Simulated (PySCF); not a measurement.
# FeO3: triplet, from a trigonal planar start

The task is one start of a wider search on FeO3: the triplet, from a trigonal planar start. It is relaxed, tested by its Hessian and followed downhill if it is a saddle.

Program: PySCF 2.14.0. Level of theory: PBE0, basis Fe def2-SVP, O def2-SVP, no relativity, density fitting. These are calculated values, not measurements.

## Step 1: Where the work starts

4 atoms, charge 0, spin multiplicity 3.

Bond lengths: Fe1–O2 1.660 Å, Fe1–O3 1.660 Å, Fe1–O4 1.660 Å. Angles: O2–Fe1–O3 120.0°, O2–Fe1–O4 120.0°, O3–Fe1–O4 120.0°.

Z-matrix (Å, degrees; charge 0 multiplicity 3):
```
Fe
O  1 1.6600
O  1 1.6600 2 120.00
O  1 1.6600 2 120.00 3 180.00
```

## Step 2: Finding the electronic state

The steps below are one call of a driver around PySCF. For each, scf.py gives the equivalent set-up of the SCF; relaxations use the driver's own optimiser. After this first run the driver tries any further starts and a stability analysis.

File scf.py:

```python
from pyscf import gto, scf, dft
mol = gto.M(atom='''
Fe     0.000000     0.000000     0.000000
O      1.660000     0.000000     0.000000
O     -0.830000     1.437600     0.000000
O     -0.830000    -1.437600     0.000000''',
    basis={'Fe': 'def2-SVP', 'O': 'def2-SVP'},
    charge=0, spin=2)
mf = dft.UKS(mol, xc='PBE0')
mf.grids.atom_grid = (50, 194)
aux = {'Fe': 'def2-universal-JKFIT', 'O': 'def2-universal-JKFIT'}
mf = mf.density_fit(auxbasis=aux)
mf.conv_tol = 1e-08
mf.diis_space = 10
mf.max_cycle = 60
mf.init_guess = 'minao'
mf.verbose = 4
mf.kernel()
```

Run with:

```
$ OMP_NUM_THREADS=2 python axn.py task.json out
```

Further steps of the session: Relaxing the triplet from the trigonal planar start; Relaxing without the symmetry constraint; Hessian and properties.

**Question.** What will these runs give? Wanted: minimum; geometry; wavenumbers; dipole moment; highest occupied, lowest empty level; polar-tensor charge of Fe1; zero-point energy; atomisation energy; ⟨S²⟩.

The runs gave:

| quantity | value |
| --- | --- |
| minimum | triplet, C2v |
| geometry | Fe–O 1.566 Å (×2), Fe–O 1.625 Å; O–Fe–O 115.0°, O–Fe–O 122.5° (×2) |
| wavenumbers (cm⁻¹) | 174 (b1), 288 (b2), 364 (a1), 593 (a1), 878 (b2), 960 (a1) |
| dipole moment | 0.67 D |
| highest occupied, lowest empty level (either spin) | -9.40, -5.46 eV |
| polar-tensor charge of Fe1 | +0.96 e |
| zero-point energy | 19.5 kJ/mol |
| entropy at 298.15 K | 296.5 J/(mol K) |
| atomisation energy (no zero-point energy) | 1009 kJ/mol |
| ⟨S²⟩ | 2.592 |

In words: The trigonal planar start (D3h) ends in a minimum of C2v symmetry. The determinant is spin-contaminated (⟨S²⟩ = 2.59 against 2.00), so it is no pure spin state. The strongest infrared band lies at 174 cm⁻¹ (b1, bend). Most of the spin sits on Fe1 (Mulliken spin 1.94, against 2 for the whole molecule). The first SCF alone would have been 160 kJ/mol too high. Only this shape and spin were tried, so other structures or states may lie lower. One determinant may miss the lowest occupation of an open d or f shell.
